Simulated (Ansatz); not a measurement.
# FGaH2N− (SMILES [NH-][GaH][F]): a relaxed scan of the bond length N1–Ga2

One table from this session's results is given with a row withheld; the runs are named, their logs left out.

Computed with Ansatz 0.2.0, Gaussian basis. Level: single points in def2-TZVPPD.

Levels: PBE-D4, r2SCAN-D4, PBE0-D4, B3LYP-D4, wB97M-V, Hartree-Fock, MP2, CCSD, CCSD(T). The scan takes 1.593, 1.628, 1.680, 1.741, 1.809, 1.881, 1.958, 2.039, 2.124 Å.

Correlated methods freeze the cores. Filled d shells of the heavier atoms are correlated. B3LYP uses VWN-RPA correlation.

163 further runs of the same task are left out: 163 set aside as unsound or not needed.

## The system as given

The minimum, relaxed at PBE0-D4: SMILES `[NH-][GaH][F]`, 5 atoms, charge -1, spin multiplicity 1.

Atoms are counted from 1 here; the program's logs count them from 0.

Bond lengths: N1–Ga2 1.770 Å, N1–H4 1.023 Å, Ga2–F3 1.843 Å, Ga2–H5 1.589 Å. Angles: Ga2–N1–H4 109.7°, N1–Ga2–F3 126.8°, N1–Ga2–H5 129.9°, F3–Ga2–H5 103.3°.

As a file:

```
N    -0.9210   -1.1033    0.0682
Ga    0.3982    0.0746    0.1388
F     0.4000    1.7755   -0.5712
H    -1.7140   -0.7018   -0.4383
H     1.8368   -0.0451    0.8025
```

Energies of the minimum (eV), from earlier single points: PBE-D4 -56608.92985, r2SCAN-D4 -56618.84433, PBE0-D4 -56609.73195, B3LYP-D4 -56622.69427, wB97M-V -56616.89582, CCSD(T) -56576.57043.

At the minimum the bond length N1–Ga2 is 1.770 Å.

The first run:

Contents of relax/in.yaml:

```yaml
crystal:
  periodic: [false, false, false]
  atoms:
    - {symbol: N, position_ang: [-0.920955, -1.103272, 0.068187]}
    - {symbol: Ga, position_ang: [0.266378, -0.043154, 0.131730]}
    - {symbol: F, position_ang: [0.268136, 1.657798, -0.578286]}
    - {symbol: H, position_ang: [-1.714044, -0.701751, -0.438268]}
    - {symbol: H, position_ang: [1.704917, -0.162806, 0.795467]}
basis:
  gaussian: {orbitals: def2-TZVPD}
total_charge: -1
hamiltonian: {xc: pbe0, dispersion: d4}
relax: {f_tol: 0.005, max_steps: 200, constraints: [{distance: [0, 1]}]}
```

On the command line:

```bash
> ansatz run in.yaml --threads 2 --pin off --events-out ev --progress --plain --max-ram 4352MiB
```

Among the steps run: N1–Ga2 = 1.593 Å; N1–Ga2 = 1.628 Å; N1–Ga2 = 1.680 Å; N1–Ga2 = 1.741 Å; N1–Ga2 = 1.809 Å; N1–Ga2 = 1.881 Å; N1–Ga2 = 1.958 Å; N1–Ga2 = 2.039 Å; N1–Ga2 = 2.124 Å.

One table of the session follows, with a row left open; its other results are not shown here.

Energies less that of the minimum at the same level (eV):

| bond length (Å) | PBE-D4 | PBE0-D4 | B3LYP-D4 | wB97M-V | Hartree-Fock |
| --- | --- | --- | --- | --- | --- |
| 1.593 | 0.623 | 0.549 | 0.590 | 0.541 | 0.553 |
| 1.628 | 0.393 | 0.332 | 0.365 | 0.324 | 0.328 |
| 1.680 | 0.162 | 0.122 | 0.142 | 0.115 | 0.112 |
| 1.741 | ? | ? | ? | ? | ? |
| 1.770 (minimum) | 0.000 | 0.000 | 0.000 | 0.000 | 0.000 |
| 1.809 | 0.000 | 0.019 | 0.010 | 0.023 | 0.029 |
| 1.881 | 0.081 | 0.135 | 0.109 | 0.147 | 0.171 |
| 1.958 | 0.250 | 0.344 | 0.299 | 0.365 | 0.412 |
| 2.039 | 0.487 | 0.622 | 0.557 | 0.654 | 0.726 |
| 2.124 | 0.775 | 0.951 | 0.865 | 0.994 | 1.089 |

Estimate the missing values for bond length (Å) = 1.741.

As computed: PBE-D4: 0.025; PBE0-D4: 0.011; B3LYP-D4: 0.018; wB97M-V: 0.009; Hartree-Fock: 0.006.
